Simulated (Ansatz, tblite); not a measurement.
# Ge23H32 off sphere (GaGe22H32): rung by rung

One table from this session's results is given with a row withheld; the runs are named, their logs left out.

Computed with Ansatz 0.2.0, Gaussian basis. Level: as each input shows.

Plan: GFN1-xTB, GFN2-xTB, PBE-D4/def2-SVP, r2SCAN-D4/def2-SVP, B97M-V/def2-SVP, r2SCAN-D4/def2-mTZVP.

1 further run of the same task is left out (set aside as unsound or not needed). Runs told in other sessions of the task aren't counted.

### The geometry

The geometry is that of the doublet, from an earlier relaxation (r2SCAN-D4/def2-SVP).

55 atoms, charge 0, spin multiplicity 2.

Bond lengths: Ge1–Ge13 2.434 Å, Ge1–Ge14 2.425 Å, Ge1–H24 1.544 Å, Ge1–H25 1.541 Å, Ge2–Ge12 2.424 Å, Ge2–Ge16 2.425 Å, Ge2–H26 1.541 Å, Ge2–H27 1.538 Å, Ge3–Ge15 2.429 Å, Ge3–Ge17 2.430 Å, Ge3–H28 1.544 Å, Ge3–H29 1.541 Å, Ge4–Ge13 2.436 Å, Ge4–Ge18 2.429 Å, Ge4–Ge19 2.430 Å, Ge4–H30 1.547 Å, Ge5–Ge15 2.438 Å, Ge5–Ge18 2.430 Å and more. Angles: Ge13–Ge1–Ge14 112.7°, Ge13–Ge1–H24 107.1°, Ge13–Ge1–H25 108.3°, Ge14–Ge1–H24 110.8°, Ge14–Ge1–H25 110.2°, H24–Ge1–H25 107.5°, Ge12–Ge2–Ge16 109.0°, Ge12–Ge2–H26 110.5°, Ge12–Ge2–H27 109.6°, Ge16–Ge2–H26 110.4°, Ge16–Ge2–H27 109.5°, H26–Ge2–H27 107.9°, Ge15–Ge3–Ge17 105.9°, Ge15–Ge3–H28 110.0°, Ge15–Ge3–H29 111.6°, Ge17–Ge3–H28 109.9°, Ge17–Ge3–H29 111.3°, H28–Ge3–H29 108.1° and more.

PBE0-D4/def2-SVP was run before; its log isn't repeated, and its numbers join the tables.

The first run:

Tight binding, by tblite at 300 K electronic temperature and without a spin-polarisation term:

```python
tblite.interface.Calculator('GFN1-xTB', numbers, positions, charge=0, uhf=1).singlepoint()
```

Tight binding, by tblite at 300 K electronic temperature and without a spin-polarisation term:

```python
tblite.interface.Calculator('GFN2-xTB', numbers, positions, charge=0, uhf=1).singlepoint()
```

start.molden holds the orbitals of an earlier run on this state, given as this run's starting guess.

in.yaml reads:

```yaml
crystal:
  periodic: [false, false, false]
  atoms:
    - {symbol: Ge, position_ang: [-4.450117, 1.753907, -0.515517]}
    - {symbol: Ge, position_ang: [-1.951012, -3.810628, 2.442966]}
    - {symbol: Ge, position_ang: [1.251461, -3.953265, -0.829137]}
    - {symbol: Ge, position_ang: [-1.599874, 1.812252, -3.407219]}
    - {symbol: Ge, position_ang: [1.142918, -1.004429, -3.470659]}
    - {symbol: Ge, position_ang: [-1.523444, -1.092590, -0.516567]}
    - {symbol: Ge, position_ang: [-1.668576, 1.829771, 2.353603]}
    - {symbol: Ge, position_ang: [1.093873, -1.174329, 2.006561]}
    - {symbol: Ge, position_ang: [1.237294, 1.855956, -0.685198]}
    - {symbol: Ge, position_ang: [3.980073, -1.145251, -0.783440]}
    - {symbol: Ge, position_ang: [3.781416, 2.031024, 2.383593]}
    - {symbol: Ge, position_ang: [-3.075561, -2.425651, 0.801830]}
    - {symbol: Ge, position_ang: [-2.915504, 0.446229, -1.878926]}
    - {symbol: Ge, position_ang: [-3.307530, 3.130690, 1.120845]}
    - {symbol: Ge, position_ang: [-0.213891, -2.453665, -2.055753]}
    - {symbol: Ge, position_ang: [-0.247745, -2.491465, 3.556917]}
    - {symbol: Ge, position_ang: [2.576157, -2.536716, 0.634646]}
    - {symbol: Ge, position_ang: [-0.321826, 0.346142, -4.861594]}
    - {symbol: Ge, position_ang: [-0.027389, 3.246900, -2.235071]}
    - {symbol: Ge, position_ang: [2.590808, 0.379101, -2.074885]}
    - {symbol: Ga, position_ang: [-0.235994, 0.615040, 0.802676]}
    - {symbol: Ge, position_ang: [2.336208, 0.396676, 3.453857]}
    - {symbol: Ge, position_ang: [2.648838, 3.308788, 0.659620]}
    - {symbol: H, position_ang: [-5.283918, 2.625573, -1.479166]}
    - {symbol: H, position_ang: [-5.418893, 0.783065, 0.187494]}
    - {symbol: H, position_ang: [-2.962234, -4.359268, 3.468683]}
    - {symbol: H, position_ang: [-1.292899, -5.010586, 1.741110]}
    - {symbol: H, position_ang: [2.176599, -4.706718, -1.808516]}
    - {symbol: H, position_ang: [0.451820, -4.997090, -0.025873]}
    - {symbol: H, position_ang: [-2.596840, 2.654862, -4.238209]}
    - {symbol: H, position_ang: [2.028116, -1.909430, -4.361767]}
    - {symbol: H, position_ang: [-2.452684, 0.882486, 3.288657]}
    - {symbol: H, position_ang: [-0.901531, 2.813024, 3.264223]}
    - {symbol: H, position_ang: [4.745047, -2.073696, -1.752751]}
    - {symbol: H, position_ang: [5.025340, -0.392223, 0.061778]}
    - {symbol: H, position_ang: [4.999260, 1.296977, 1.798649]}
    - {symbol: H, position_ang: [4.295864, 2.963781, 3.500115]}
    - {symbol: H, position_ang: [-3.922893, -3.299719, -0.146601]}
    - {symbol: H, position_ang: [-4.029757, -1.461339, 1.534333]}
    - {symbol: H, position_ang: [-3.752333, -0.534452, -2.747079]}
    - {symbol: H, position_ang: [-4.358684, 3.775991, 2.047725]}
    - {symbol: H, position_ang: [-2.593657, 4.269126, 0.367186]}
    - {symbol: H, position_ang: [-1.200192, -3.261530, -2.933846]}
    - {symbol: H, position_ang: [0.684282, -3.401451, 4.385468]}
    - {symbol: H, position_ang: [-0.929448, -1.505412, 4.525771]}
    - {symbol: H, position_ang: [3.441520, -3.398940, 1.584832]}
    - {symbol: H, position_ang: [-1.258534, -0.570966, -5.673808]}
    - {symbol: H, position_ang: [0.510756, 1.182872, -5.854623]}
    - {symbol: H, position_ang: [0.909524, 3.905297, -3.270619]}
    - {symbol: H, position_ang: [-0.765128, 4.371847, -1.482827]}
    - {symbol: H, position_ang: [3.504934, 1.207134, -3.010846]}
    - {symbol: H, position_ang: [1.277366, 1.121041, 4.308574]}
    - {symbol: H, position_ang: [3.173657, -0.491759, 4.406722]}
    - {symbol: H, position_ang: [1.743948, 4.343631, 1.360078]}
    - {symbol: H, position_ang: [3.688408, 4.082088, -0.177222]}
basis:
  gaussian: {orbitals: def2-SVP, fitting: {mean_field: def2-universal-jkfit}, initial_orbitals: start.molden}
magnetization: {spin_polarized: true, initial_magnetization: 1}
hamiltonian: {xc: pbe, dispersion: d4}
scf: {omitted_lower_state_checks: [starts]}
output: {orbitals: {seedname: orbitals}}
```

The run is started by

```console
> ansatz run in.yaml --threads 11 --pin off --events-out ev --progress --plain --max-ram 110592MiB --backend cuda --devices 0, --max-vram 75GiB
```

Among the steps run: PBE-D4/def2-SVP; r2SCAN-D4/def2-SVP; B97M-V/def2-SVP; r2SCAN-D4/def2-mTZVP.

One table of the session follows, with a row left open; its other results are not shown here.

It belongs to the step «Binding energy». 

```
               level  binding an atom (eV)
     PBE-D4/def2-SVP                 2.873
  r2SCAN-D4/def2-SVP                 2.905
r2SCAN-D4/def2-mTZVP                 2.879
     B97M-V/def2-SVP                 2.920
    PBE0-D4/def2-SVP                     ?
```

Q: Estimate the row for PBE0-D4/def2-SVP from the others.

**Answer.** binding an atom (eV): 2.876. In the column «binding an atom (eV)» it lies between PBE-D4/def2-SVP (2.873) and r2SCAN-D4/def2-mTZVP (2.879).

Caveats from the session: Free atoms were run apart at each level; binding is atoms less cluster, divided by the number of atoms, without zero-point or spin-orbit terms.
